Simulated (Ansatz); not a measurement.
**Cl3H3O4SiSn: basis-set convergence**

How large a basis does Cl3H3O4SiSn need? Two functionals are run in growing sets.

Method: one geometry, several basis sets; program: Ansatz 0.2.0, Gaussian basis.

Plan: PBE0-D4/def2-SVP; ωB97M-V/def2-SVP; PBE0-D4/def2-QZVPP; ωB97M-V/def2-QZVPP; the functionals' def2-TZVPP values are taken from earlier runs.

### 1 The geometry

The geometry comes from an earlier relaxation with PBE0-D4 in a triple-zeta def2 set; it is a stationary point, not always the lowest conformer. Sn takes the def2 core potential; no spin-orbit term is included.

SMILES `O[Si](O)(O)[O][Sn]([Cl])([Cl])[Cl]`, 12 atoms, charge 0, spin multiplicity 1.

Atoms are counted from 1 here; the program's logs count them from 0.

Bond lengths: O1–Si2 1.624 Å, O1–H10 0.958 Å, Si2–O3 1.633 Å, Si2–O4 1.628 Å, Si2–O5 1.633 Å, O3–H11 0.958 Å, O4–H12 0.958 Å, O5–Sn6 1.930 Å, Sn6–Cl7 2.289 Å, Sn6–Cl8 2.288 Å, Sn6–Cl9 2.289 Å. Angles: Si2–O1–H10 117.2°, O1–Si2–O3 107.8°, O1–Si2–O4 106.7°, O1–Si2–O5 114.7°, O3–Si2–O4 115.7°, O3–Si2–O5 103.1°, O4–Si2–O5 109.1°, Si2–O3–H11 118.8°, Si2–O4–H12 117.6°, Si2–O5–Sn6 125.8°, O5–Sn6–Cl7 110.2°, O5–Sn6–Cl8 112.0°, O5–Sn6–Cl9 105.3°, Cl7–Sn6–Cl8 111.3°, Cl7–Sn6–Cl9 108.7°, Cl8–Sn6–Cl9 109.1°.

### 2 PBE0-D4 in def2-SVP

in.yaml

```yaml
crystal:
  periodic: [false, false, false]
  atoms:
    - {symbol: O, position_ang: [-2.281440, -0.379958, 0.042660]}
    - {symbol: Si, position_ang: [-0.739287, -0.669624, -0.377778]}
    - {symbol: O, position_ang: [0.018867, -1.314913, 0.917040]}
    - {symbol: O, position_ang: [-0.785716, -1.608151, -1.707426]}
    - {symbol: O, position_ang: [0.144169, 0.665554, -0.698100]}
    - {symbol: Sn, position_ang: [1.398882, 1.505514, 0.503397]}
    - {symbol: Cl, position_ang: [3.312156, 0.257752, 0.649587]}
    - {symbol: Cl, position_ang: [0.488633, 1.876462, 2.569553]}
    - {symbol: Cl, position_ang: [1.907407, 3.518049, -0.462043]}
    - {symbol: H, position_ang: [-2.927086, -0.333146, -0.663651]}
    - {symbol: H, position_ang: [-0.471684, -1.900517, 1.494671]}
    - {symbol: H, position_ang: [0.012201, -1.672121, -2.233809]}
basis:
  gaussian: {orbitals: def2-SVP}
hamiltonian: {xc: pbe0, dispersion: d4}
output: {orbitals: {seedname: orbitals}}
```

On the command line:

```console
$ ansatz run in.yaml --threads 5 --pin off --events-out ev --progress --plain --max-ram 66560MiB --backend cpu
```

After this run come: ωB97M-V in def2-SVP; PBE0-D4 in def2-QZVPP; ωB97M-V in def2-QZVPP.

Q: Predict the results of all the runs planned. Wanted: PBE0-D4: double and triple zeta above quadruple; ωB97M-V: double and triple zeta above quadruple.

The runs gave:

| quantity | value |
| --- | --- |
| PBE0-D4: double and triple zeta above quadruple | 29.04, 1.95 eV |
| ωB97M-V: double and triple zeta above quadruple | 28.94, 1.85 eV |

In words: PBE0-D4 gains 27.09 eV from double to triple zeta, then 1.95 eV more. These are total energies; as a rule much of such shifts cancels in differences, which this series doesn't test.
